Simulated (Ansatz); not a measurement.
**C₂H₅BrSi: up Jacob's ladder to CCSD(T)**

The task here is to estimate one member of a computed series from the others.

Program: Ansatz 0.2.0, Gaussian basis. Level of theory: functionals in def2-TZVPP, the program's frozen cores in correlated methods. These are calculated values, not measurements.

Plan: LDA (SPW92), PBE-D4, revPBE-D4, BLYP-D4, r2SCAN-D4, B97M-V, PBE0-D4, B3LYP-D4, r2SCANh-D4, r2SCAN0-D4, HSE06-D4, BHLYP-D4, CAM-B3LYP-D4, LC-ωPBE, ωB97X-V, ωB97M-V, B2PLYP, PBE-QIDH; CCSD(T)/def2-SVP; CCSD(T)/def2-TZVPP; MP2/def2-QZVPP; extrapolation to the limit; RPA on PBE.

**The geometry**

All runs share one geometry, relaxed beforehand with PBE0-D4 in a triple-zeta def2 set.

SMILES `BrC1C[SiH2]1`, 9 atoms, charge 0, spin multiplicity 1.

Atoms are counted from 1 here; the program's logs count them from 0.

Bond lengths: Br1–C2 1.921 Å, C2–C3 1.531 Å, C2–Si4 1.850 Å, C2–H5 1.084 Å, C3–Si4 1.854 Å, C3–H6 1.086 Å, C3–H7 1.086 Å, Si4–H8 1.478 Å, Si4–H9 1.475 Å. Angles: Br1–C2–C3 117.5°, Br1–C2–Si4 122.4°, Br1–C2–H5 109.4°, C3–C2–Si4 65.7°, C3–C2–H5 115.7°, Si4–C2–H5 119.9°, C2–C3–Si4 65.5°, C2–C3–H6 116.0°, C2–C3–H7 115.6°, Si4–C3–H6 122.4°, Si4–C3–H7 116.4°, H6–C3–H7 112.8°, C2–Si4–C3 48.8°, C2–Si4–H8 118.8°, C2–Si4–H9 118.3°, C3–Si4–H8 120.4°, C3–Si4–H9 118.2°, H8–Si4–H9 115.8°.

As a file:

```mol
C2H5BrSi
  3D, bonds by distance, orders not assigned

  9  9  0  0  0  0  0  0  0  0999 V2000
   -2.3154    0.3948    0.8448 Br  0  0
   -0.7715    0.3114   -0.2951 C   0  0
    0.5724    0.7347    0.3030 C   0  0
    0.4728   -1.0528   -0.1795 Si  0  0
   -1.0132    0.7411   -1.2603 H   0  0
    1.1410    1.4611   -0.2692 H   0  0
    0.5654    0.9488    1.3672 H   0  0
    1.1217   -1.5303   -1.4184 H   0  0
    0.3153   -2.0551    0.8905 H   0  0
  1  2  8  0
  2  3  8  0
  3  4  8  0
  2  5  8  0
  3  6  8  0
  3  7  8  0
  4  8  8  0
  4  9  8  0
  2  4  8  0
M  END
```

Set-up of the first run:

in.yaml reads:

```yaml
crystal:
  periodic: [false, false, false]
  atoms:
    - {symbol: Br, position_ang: [-2.315354, 0.394830, 0.844811]}
    - {symbol: C, position_ang: [-0.771507, 0.311419, -0.295129]}
    - {symbol: C, position_ang: [0.572356, 0.734697, 0.302952]}
    - {symbol: Si, position_ang: [0.472798, -1.052770, -0.179541]}
    - {symbol: H, position_ang: [-1.013157, 0.741072, -1.260268]}
    - {symbol: H, position_ang: [1.140957, 1.461103, -0.269186]}
    - {symbol: H, position_ang: [0.565423, 0.948776, 1.367187]}
    - {symbol: H, position_ang: [1.121658, -1.530312, -1.418441]}
    - {symbol: H, position_ang: [0.315325, -2.055115, 0.890514]}
basis:
  gaussian: {orbitals: def2-TZVPP}
hamiltonian: {xc: lda}
output: {orbitals: {seedname: orbitals}}
```

Started as:

```
ansatz run in.yaml --threads 4 --pin off --events-out ev --progress --plain --max-ram 10444MiB
```

Steps of the session up to this table: LDA; PBE-D4 (GGA); revPBE-D4 (GGA); BLYP-D4 (GGA); r2SCAN-D4 (meta-GGA); B97M-V (meta-GGA); B3LYP-D4 (hybrid); r2SCANh-D4 (hybrid); r2SCAN0-D4 (hybrid); HSE06-D4 (hybrid); BHLYP-D4 (hybrid); CAM-B3LYP-D4 (range-separated); LC-ωPBE (range-separated); ωB97X-V (range-separated); ωB97M-V (range-separated); B2PLYP (double hybrid); PBE-QIDH (double hybrid).

One table of the session follows, with a row left open; its other results are not shown here.

It belongs to the step «Orbital energies across the functionals». 

```
  functional  HOMO (eV)  gap (eV)
 LDA (SPW92)      -5.96      4.34
      PBE-D4      -5.82      4.39
   revPBE-D4          ?         ?
     BLYP-D4      -5.67      4.37
   r2SCAN-D4      -6.04      4.85
      B97M-V      -6.12      4.90
     PBE0-D4      -6.95      6.44
    B3LYP-D4      -6.74      6.01
  r2SCANh-D4      -6.47      5.60
  r2SCAN0-D4      -7.10      6.72
    HSE06-D4      -6.56      5.67
    BHLYP-D4      -7.96      8.38
CAM-B3LYP-D4      -8.24      8.78
     LC-ωPBE      -9.56     11.26
     ωB97X-V      -9.22     10.78
     ωB97M-V      -9.09     10.40
```

Estimate the missing values for revPBE-D4.

As computed: HOMO (eV): -5.77; gap (eV): 4.42. In the column «HOMO (eV)» it lies between PBE-D4 (-5.82) and BLYP-D4 (-5.67).
